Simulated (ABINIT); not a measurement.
MoSe:

```
CELL_PARAMETERS angstrom
3.47067 0.00000 0.00000
-1.73533 3.00569 0.00000
0.00000 0.00000 4.37280
ATOMIC_POSITIONS crystal
Mo 0.66667 0.33333 0.02544
Se 0.33333 0.66667 0.11843
```

The cell was built by a generator and needn't be a form met in nature.

Base run:

| Item | Value |
| --- | --- |
| Program | ABINIT 10.8.3 (patched build) |
| Functional | LDA |
| Potentials or basis | PseudoDojo NC SR LDA v0.4.1 standard |
| Cutoff | 1170 eV |
| k mesh | 7 × 7 × 4 |
| Occupations | fermi-dirac, width 0.05 eV |
| Spin | no spin polarisation |

Its results: band gap on the k mesh none (metal or under the smearing width); pressure 62.3 GPa; largest force 5.741 eV/Å.

The run is repeated on the same cell with these changes: functional from LDA to AM05; potentials or basis from PseudoDojo NC SR LDA v0.4.1 standard to JTH PAW PBE v2.0; cutoff from 1170 eV to 354 eV; valence electrons from 30 to 20. What comes out?

Band gap on the k mesh none (metal or under the smearing width); pressure 66.6 GPa; largest force 6.084 eV/Å.

Caveats: a pressure of tens of GPa on the cell as given is suspect, and the run, the potentials or the cell itself is likely at fault; forces of over 1 eV/Å show positions far from the minimum, so gaps and moduli don't describe the material at rest (some runs); the PAW data sets were made with another functional, which shifts forces and pressure a little (some runs); this functional lacks dispersion, which binds the layers, so the pressure and a relaxed spacing across them are unreliable (some runs); the atomic spheres overlap (some runs).
